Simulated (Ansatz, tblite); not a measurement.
# The cluster In₄N₄+: a ladder of methods and basis sets

How do method and basis change the picture of the cluster In₄N₄+ (doublet)?

Computed with Ansatz 0.2.0, Gaussian basis. Level: as each input shows.

Plan: GFN1-xTB, GFN2-xTB, PBE-D4/def2-TZVP, r2SCAN-D4/def2-TZVP, ωB97M-V/def2-TZVP, PBE-D4/def2-SVP, PBE0-D4/def2-SVP, MP2/def2-TZVP.

5 further runs of the same task are left out: 5 set aside as unsound or not needed.

**1. The geometry**

The doublet was relaxed beforehand with r2SCAN-D4/def2-SVP. At that level it is the lowest of the isomers that a small search found.

8 atoms, charge 1, spin multiplicity 2.

Bond lengths: In1–N5 2.211 Å, In1–N6 2.212 Å, In1–N7 2.274 Å, In2–N5 2.205 Å, In2–N6 2.209 Å, In2–N8 2.209 Å, In3–N5 2.211 Å, In3–N7 2.274 Å, In3–N8 2.212 Å, In4–N6 2.211 Å, In4–N7 2.273 Å, In4–N8 2.211 Å. Angles: N5–In1–N6 85.2°, N5–In1–N7 86.2°, N6–In1–N7 86.5°, N5–In2–N6 85.4°, N5–In2–N8 85.4°, N6–In2–N8 85.4°, N5–In3–N7 86.2°, N5–In3–N8 85.2°, N7–In3–N8 86.5°, N6–In4–N7 86.5°, N6–In4–N8 85.3°, N7–In4–N8 86.5°, In1–N5–In2 94.6°, In1–N5–In3 95.5°, In2–N5–In3 94.6°, In1–N6–In2 94.4°, In1–N6–In4 95.1°, In2–N6–In4 94.5° and more.

In takes a core potential in the def2 sets. No spin-orbit coupling is included. The ion is computed in the gas phase, without counter-ions or solvent.

PBE0-D4/def2-TZVP was run before; its log isn't repeated, and its numbers join the tables.

**2. GFN1-xTB**

Tight binding, by tblite at 300 K electronic temperature and without a spin-polarisation term:

```python
tblite.interface.Calculator('GFN1-xTB', numbers, positions, charge=1, uhf=1).singlepoint()
```

Energy -495.5951 eV; 0.036 s.

**3. GFN2-xTB**

Tight binding, by tblite at 300 K electronic temperature and without a spin-polarisation term:

```python
tblite.interface.Calculator('GFN2-xTB', numbers, positions, charge=1, uhf=1).singlepoint()
```

Energy -430.3611 eV; 0.063 s.

**4. PBE-D4/def2-TZVP**

start.molden holds the orbitals of an earlier run on this state, given as this run's starting guess.

File in.yaml:

```yaml
crystal:
  periodic: [false, false, false]
  atoms:
    - {symbol: In, position_ang: [-1.254266, 0.447838, 1.485236]}
    - {symbol: In, position_ang: [-0.779654, -1.486311, -1.075688]}
    - {symbol: In, position_ang: [1.757121, -0.590449, 0.737035]}
    - {symbol: In, position_ang: [0.255608, 1.586790, -1.173228]}
    - {symbol: N, position_ang: [-0.243627, -1.472474, 1.062943]}
    - {symbol: N, position_ang: [-1.621022, 0.519936, -0.695288]}
    - {symbol: N, position_ang: [0.749652, 1.425364, 1.039340]}
    - {symbol: N, position_ang: [1.136189, -0.430683, -1.380349]}
basis:
  gaussian: {orbitals: def2-TZVP, initial_orbitals: start.molden}
total_charge: 1
magnetization: {spin_polarized: true, initial_magnetization: 1}
hamiltonian: {xc: pbe, dispersion: d4}
scf: {omitted_lower_state_checks: [starts]}
output: {forces: true, orbitals: {seedname: orbitals}}
```

Run with:

```
$ ansatz run in.yaml --threads 6 --pin off --events-out ev --progress --plain --max-ram 7833MiB
```

Further steps of the session: r2SCAN-D4/def2-TZVP; ωB97M-V/def2-TZVP; PBE-D4/def2-SVP; PBE0-D4/def2-SVP; MP2/def2-TZVP.

**Question.** What will the summary of the whole plan be? Wanted: gap in def2-TZVP, named functionals, smallest and largest; correlation energy, MP2/def2-TZVP; ⟨S²⟩ in def2-TZVP, named functionals, smallest and largest; PBE0 total energy, smallest basis above largest.

The runs gave:

| quantity | value |
| --- | --- |
| gap in def2-TZVP, named functionals, smallest and largest | 0.69 eV (PBE-D4), 5.27 eV (ωB97M-V) |
| correlation energy, MP2/def2-TZVP | -47.05 eV |
| ⟨S²⟩ in def2-TZVP, named functionals, smallest and largest | 1.816, 2.021 |
| PBE0 total energy, smallest basis above largest | 7.92 eV (def2-SVP, def2-TZVP) |

What this shows: Over the named functionals in def2-TZVP the gap runs from 0.69 eV (PBE-D4) to 5.27 eV (ωB97M-V); exact exchange widens it. Over the named functionals in def2-TZVP spin contamination reaches 1.27 (ωB97M-V), and every level is far from pure, so all describe a mixture with higher spin.
